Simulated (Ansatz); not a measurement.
**C₂H₆Br₂GaN: one species, many methods**

How much do the methods differ for C₂H₆Br₂GaN? The plan is to run it at one geometry with functionals of several rungs and with coupled cluster, and see how far each lands from CCSD(T) at the basis-set limit for the atomisation energy.

Method: functionals in def2-TZVPP, the program's frozen cores in correlated methods; program: Ansatz 0.2.0, Gaussian basis.

Plan: LDA (SPW92), PBE-D4, revPBE-D4, BLYP-D4, r2SCAN-D4, B97M-V, PBE0-D4, B3LYP-D4, r2SCANh-D4, r2SCAN0-D4, HSE06-D4, BHLYP-D4, CAM-B3LYP-D4, LC-ωPBE, ωB97X-V, ωB97M-V, B2PLYP, PBE-QIDH; CCSD(T)/def2-SVP; CCSD(T)/def2-TZVPP; MP2/def2-QZVPP; extrapolation to the limit; RPA on PBE.

### 1 Structure used throughout

All runs share one geometry, relaxed beforehand with PBE0-D4 in a triple-zeta def2 set.

SMILES `C[N](C)[Ga]([Br])[Br]`, 12 atoms, charge 0, spin multiplicity 1.

Atoms are counted from 1 here; the program's logs count them from 0.

Bond lengths: C1–N2 1.442 Å, C1–H7 1.098 Å, C1–H8 1.098 Å, C1–H9 1.091 Å, N2–C3 1.442 Å, N2–Ga4 1.800 Å, C3–H10 1.091 Å, C3–H11 1.098 Å, C3–H12 1.098 Å, Ga4–Br5 2.274 Å, Ga4–Br6 2.274 Å. Angles: N2–C1–H7 111.1°, N2–C1–H8 111.1°, N2–C1–H9 110.9°, H7–C1–H8 107.6°, H7–C1–H9 108.0°, H8–C1–H9 108.0°, C1–N2–C3 114.1°, C1–N2–Ga4 123.0°, C3–N2–Ga4 123.0°, N2–C3–H10 110.9°, N2–C3–H11 111.1°, N2–C3–H12 111.1°, H10–C3–H11 108.0°, H10–C3–H12 108.0°, H11–C3–H12 107.6°, N2–Ga4–Br5 120.3°, N2–Ga4–Br6 120.3°, Br5–Ga4–Br6 119.4°.

Geometry (Å):

```xyz
12
charge 0, multiplicity 1
C    -0.55202   -0.73296    1.11895
N     0.00413   -0.00772    0.00372
C     1.25513   -0.53869   -0.47799
Ga   -0.79277    1.43365   -0.72276
Br    0.16641    2.50944   -2.48125
Br   -2.76685    2.19387    0.11074
H     0.13474   -0.72892    1.97626
H    -0.74429   -1.78134    0.85342
H    -1.49539   -0.28919    1.44145
H     1.62915    0.04671   -1.31961
H     1.14134   -1.57863   -0.81287
H     2.02043   -0.52621    0.30993
```

### 2 LDA

This LDA is Slater exchange with PW92 correlation.

Input file in.yaml:

```yaml
crystal:
  periodic: [false, false, false]
  atoms:
    - {symbol: C, position_ang: [-0.552017, -0.732962, 1.118946]}
    - {symbol: N, position_ang: [0.004127, -0.007723, 0.003722]}
    - {symbol: C, position_ang: [1.255133, -0.538691, -0.477986]}
    - {symbol: Ga, position_ang: [-0.792773, 1.433651, -0.722758]}
    - {symbol: Br, position_ang: [0.166412, 2.509442, -2.481246]}
    - {symbol: Br, position_ang: [-2.766846, 2.193865, 0.110740]}
    - {symbol: H, position_ang: [0.134742, -0.728918, 1.976262]}
    - {symbol: H, position_ang: [-0.744293, -1.781340, 0.853419]}
    - {symbol: H, position_ang: [-1.495393, -0.289191, 1.441455]}
    - {symbol: H, position_ang: [1.629155, 0.046709, -1.319608]}
    - {symbol: H, position_ang: [1.141336, -1.578633, -0.812872]}
    - {symbol: H, position_ang: [2.020426, -0.526209, 0.309927]}
basis:
  gaussian: {orbitals: def2-TZVPP}
hamiltonian: {xc: lda}
output: {orbitals: {seedname: orbitals}}
```

Started as:

```sh
$ ansatz run in.yaml --threads 2 --pin off --events-out ev --progress --plain --max-ram 22528MiB --backend cuda --devices 0, --max-vram 18GiB
```

The runs that follow: PBE-D4 (GGA); revPBE-D4 (GGA); BLYP-D4 (GGA); r2SCAN-D4 (meta-GGA); B97M-V (meta-GGA); B3LYP-D4 (hybrid); r2SCANh-D4 (hybrid); r2SCAN0-D4 (hybrid); HSE06-D4 (hybrid); BHLYP-D4 (hybrid); CAM-B3LYP-D4 (range-separated); LC-ωPBE (range-separated); ωB97X-V (range-separated); ωB97M-V (range-separated); B2PLYP (double hybrid); PBE-QIDH (double hybrid); CCSD(T) in def2-SVP; CCSD(T) in def2-TZVPP; MP2 in def2-QZVPP; RPA on PBE orbitals.

**Question.** What will the summary of the whole plan be? Wanted: atomisation energy, CCSD(T)/CBS; farthest beyond LDA; mean size of error, GGA; mean size of error, meta-GGA; mean size of error, hybrid; mean size of error, range-separated; mean size of error, double hybrid; gap, smallest and largest; T1 diagnostic.

As calculated:

```
                                quantity                                                                                                          value
         atomisation energy, CCSD(T)/CBS                                                                                                 996.4 kcal/mol
functionals within 10.0 kcal/mol (1.0 %)  r2SCAN-D4, B97M-V, PBE0-D4, B3LYP-D4, r2SCANh-D4, HSE06-D4, CAM-B3LYP-D4, LC-ωPBE, ωB97X-V, ωB97M-V, PBE-QIDH
                     farthest beyond LDA                                                                                      BHLYP-D4 (-32.5 kcal/mol)
                 mean size of error, GGA                                                                                                  13.4 kcal/mol
            mean size of error, meta-GGA                                                                                                   3.8 kcal/mol
              mean size of error, hybrid                                                                                                  10.6 kcal/mol
     mean size of error, range-separated                                                                                                   5.7 kcal/mol
       mean size of error, double hybrid                                                                                                  10.7 kcal/mol
               gap, smallest and largest                                                                      3.34 eV (LDA (SPW92)), 10.57 eV (LC-ωPBE)
                           T1 diagnostic                                                                                                         0.0107
 triples share of the correlation energy                                                                                                          3.8 %
```

What this shows: LDA overbinds by 141.9 kcal/mol (14 %). PBE-D4 is off by +14.5 kcal/mol. Double hybrids carry the basis error of their MP2 part in triple zeta, and no dispersion term here, so their miss is partly the set-up's. The rungs meta-GGA, range-separated miss on average by less than the doubt on the reference (10.0 kcal/mol), so they tie. Misses under about 10.0 kcal/mol are within the doubt on the reference itself, which lacks core-valence correlation, relativity and higher excitations, and its outer-core shells are covered unevenly. All levels share the lack of spin-orbit coupling, which lowers the free heavy atoms and so the true binding. Hartree-Fock recovers 72 % of the binding; the rest is correlation. CCSD(T) in def2-SVP is off by -52.8 kcal/mol, worse than the median functional, from the basis alone. The gap grows from 3.3 to 10.6 eV across the functionals, mostly with the share of exact exchange. Correlated methods include outer-core shells of Br, Ga, which these sets cover unevenly.
